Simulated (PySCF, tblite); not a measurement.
**C₄H₆BClO: geometry, infrared bands and NMR shifts**

What infrared bands and NMR shifts should C₄H₆BClO (`C#CB(Cl)COC`) show?

The runs use tblite 0.8.0 and PySCF 2.14.0, with density-fitted response routines of our own; the level of theory stands in each step. All values are computed, except where a source is named. Atoms are numbered from 0 throughout.

## Step 1: The starting structure

13 atoms, charge 0, multiplicity 1; geometry from: force field or distance geometry start.

Bonds of the start (Å): C0–C1 1.22, C1–B2 1.54, B2–Cl3 1.87, B2–C4 1.61, C4–O5 1.37, O5–C6 1.38, C0–H7 1.07, C4–H8 1.12, C4–H9 1.11, C6–H10 1.13, C6–H11 1.11, C6–H12 1.11.

## Step 2: Geometry optimisation with GFN2-xTB

Job settings and geometry (Å):

```
{"job": {"kind": "relax", "xc": "GFN2-xTB", "basis": "xTB"}, "charge": 0, "multiplicity": 1}
C      2.442000     0.140200     1.556600
C      1.770100     0.051500     0.536700
B      0.928000    -0.102800    -0.740800
Cl     1.805600    -0.035900    -2.392600
C     -0.282100    -1.158100    -0.672000
O     -1.195900    -0.899500     0.312200
C     -1.831500     0.324300     0.234400
H      3.022900     0.219200     2.446400
H      0.229300    -2.136900    -0.461900
H     -0.721500    -1.258800    -1.681700
H     -2.540900     0.383600     1.108900
H     -2.482300     0.426500    -0.652900
H     -1.148100     1.185900     0.388900
```

On the command line:

```sh
$ OMP_NUM_THREADS=1 python probes_run.py task.json out
```

The driver reads the jobs from task.json and runs them one after another.

**Question.** This job is followed by: GFN2-xTB harmonic vibrations, gas phase; GIAO PBE0/pcSseg-1 NMR shielding, non-relativistic, gas phase. Predict these results of the whole session: strongest single infrared mode (GFN2-xTB); zero-point energy (GFN2-xTB); 13C shifts against TMS (PBE0/pcSseg-1); 1H shifts against TMS (PBE0/pcSseg-1, means over atoms taken as alike); 11B shifts against BF3·OEt2 (PBE0/pcSseg-1); 35Cl shifts against HCl (PBE0/pcSseg-1); 17O shifts against H2O (PBE0/pcSseg-1).

As calculated:

```
                                                              quantity                        value
                             strongest single infrared mode (GFN2-xTB)         887 cm⁻¹, 166 km/mol
                                          zero-point energy (GFN2-xTB)                57.1 kcal/mol
                                13C shifts against TMS (PBE0/pcSseg-1)  123.5, 93.8, 79.5, 61.9 ppm
1H shifts against TMS (PBE0/pcSseg-1, means over atoms taken as alike)         3.95, 3.83, 3.61 ppm
                           11B shifts against BF3·OEt2 (PBE0/pcSseg-1)                     61.0 ppm
                               35Cl shifts against HCl (PBE0/pcSseg-1)                      282 ppm
                                17O shifts against H2O (PBE0/pcSseg-1)                      7.4 ppm
```

In words: Relaxing lowered the energy by 0.653 eV in 99 steps; the close pair that moved most is B2–Cl3, from 1.872 to 1.712 Å. No mode is imaginary among the 33: a minimum at this level. The strongest single mode, at 887 cm⁻¹, moves mainly B2. Unscaled tight-binding wavenumbers are off by several per cent, some by more. Its intensities can rank the bands wrongly. At PBE0/pcSseg-1: The largest span, 714 ppm, is at Cl3, where the paramagnetic term is -479 ppm.
